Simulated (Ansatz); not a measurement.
HfMo under changes of volume

One of the cells (18.375 Å³/atom); the others are scaled copies at fixed shape and fractional positions:

```
CELL_PARAMETERS angstrom
1.67120 -2.47247 0.00000
1.67120 2.47247 0.00000
0.00000 0.00000 4.44701
ATOMIC_POSITIONS crystal
Hf 0.00000 0.00000 0.00000
Mo 0.50000 0.50000 0.50000
```

The cell comes from a database or a generator and needn't be the stable form of this composition.

- Program: Ansatz 0.2.0
- Functional: PBE
- Potentials or basis: Ansatz PAW
- Cutoff: 420 eV (not typed: the program's choice for these potentials)
- k mesh: 10 × 10 × 6
- Occupations: fermi-dirac, width 0.05 eV
- Spin: no spin polarisation

| volume (Å³/atom) | energy over the lowest point (meV/atom) | pressure (GPa) |
| --- | --- | --- |
| 17.273 | 36.47 | 11.2 |
| 17.640 | 15.85 | 7.1 |
| 18.008 | 3.95 | 3.5 |
| 18.375 | 0.00 | 0.2 |
| 18.743 | ? | ? |
| 19.110 | 13.17 | -5.6 |
| 19.478 | 29.04 | -8.1 |

**Question.** What does the run at 18.743 Å³/atom give?

**Answer.** Energy over the lowest point 3.29 meV/atom; pressure -2.9 GPa.

Worked out: A Birch-Murnaghan fit of order 3 (a polynomial in V^(-2/3)) to the other rows has its minimum at 18.39 Å³/atom with B0 = V·E''(V) = 157 GPa and B' = 3.8 at fixed shape and positions, which overstates the stiffness. It gives 3.31 meV/atom at 18.743 Å³/atom, against the run's 3.29, and -dE/dV = -2.9 GPa, against -2.9.

Energies are extrapolated to zero smearing.
